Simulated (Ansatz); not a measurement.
# ClF2H3OSi2: the cost of one run

Method: PBE0-D4/def2-TZVP structures, single points in def2-TZVPP, no counterpoise correction; program: Ansatz 0.2.0, Gaussian basis.

Levels: SPW92, PBE-D4, BLYP-D4, r2SCAN-D4, B97M-V, PBE0-D4, B3LYP-D4, r2SCAN0-D4, BHLYP-D4, CAM-B3LYP-D4, wB97X-V, wB97M-V, B2PLYP, PBE-QIDH, RPA on PBE, Hartree-Fock, MP2, CCSD, CCSD(T).

Correlated methods freeze the cores. B3LYP uses VWN-RPA correlation. B2PLYP carries no dispersion term here.

113 further runs of the same task are left out: 113 set aside as unsound or not needed.

### Step 1. Where the work starts

The complex: 15 atoms, charge 0, spin multiplicity 1.

Atoms are counted from 1 here; the program's logs count them from 0.

Bond lengths: Si1–O2 1.651 Å, Si1–F4 1.590 Å, Si1–F5 1.622 Å, Si1–Cl6 2.070 Å, O2–Si3 1.664 Å, Si3–H11 1.481 Å, Si3–H12 1.486 Å, Si3–H13 1.481 Å, H7–O8 0.996 Å, O8–H14 0.962 Å, H9–O10 0.969 Å, O10–H15 0.961 Å. Angles: O2–Si1–F4 115.5°, O2–Si1–F5 96.8°, O2–Si1–Cl6 119.2°, F4–Si1–F5 96.6°, F4–Si1–Cl6 122.1°, F5–Si1–Cl6 94.6°, Si1–O2–Si3 127.2°, O2–Si3–H11 110.8°, O2–Si3–H12 104.7°, O2–Si3–H13 111.2°, H11–Si3–H12 109.9°, H11–Si3–H13 110.9°, H12–Si3–H13 109.2°, H7–O8–H14 109.1°, H9–O10–H15 106.8°.

As a file:

```xyz
15
charge 0, multiplicity 1
Si   -1.32220    0.31393    0.32749
O     0.12787    0.22814   -0.45813
Si    0.47558    0.77018   -1.99203
F    -2.03121   -1.08017    0.61158
F    -2.21764    0.71833   -0.96336
Cl   -1.79126    2.02420    1.39532
H     0.46499   -0.78862    1.79324
O    -0.29388   -0.17325    1.98836
H     1.45024   -1.19234    0.19571
O     1.66549   -1.61365    1.04097
H     0.16350    2.21158   -2.12281
H     1.93779    0.55409   -2.14530
H    -0.24378   -0.02223   -3.01574
H     0.04321    0.61030    2.43416
H     1.57110   -2.56067    0.91065
```

Its parts: ClF₂H₃OSi₂ holds atoms 1, 2, 3, 4, 5, 6, 11, 12, 13; H₂O holds atoms 7, 8, 14; H₂O holds atoms 9, 10, 15. Each part counts its atoms afresh in its own runs.

### Step 2. Relaxing ClF₂H₃OSi₂ alone

Input file relax-a/in.yaml:

```yaml
crystal:
  periodic: [false, false, false]
  atoms:
    - {symbol: Si, position_ang: [-1.322201, 0.313925, 0.327488]}
    - {symbol: O, position_ang: [0.127871, 0.228136, -0.458133]}
    - {symbol: Si, position_ang: [0.475580, 0.770181, -1.992027]}
    - {symbol: F, position_ang: [-2.031207, -1.080169, 0.611580]}
    - {symbol: F, position_ang: [-2.217636, 0.718332, -0.963361]}
    - {symbol: Cl, position_ang: [-1.791262, 2.024201, 1.395320]}
    - {symbol: H, position_ang: [0.163496, 2.211582, -2.122805]}
    - {symbol: H, position_ang: [1.937787, 0.554088, -2.145304]}
    - {symbol: H, position_ang: [-0.243781, -0.022232, -3.015745]}
basis:
  gaussian: {orbitals: def2-TZVP}
hamiltonian: {xc: pbe0, dispersion: d4}
relax: {f_tol: 0.005, max_steps: 200}
```

Launch:

```bash
ansatz run in.yaml --threads 4 --pin off --events-out ev --progress --plain --max-ram 66560MiB --backend cuda --devices 0, --max-vram 37GiB
```

**Question.** How long does this run take on 1 × a share of an NVIDIA H100 with 4 threads of AMD EPYC 7R13, shared host?

About 84 s.
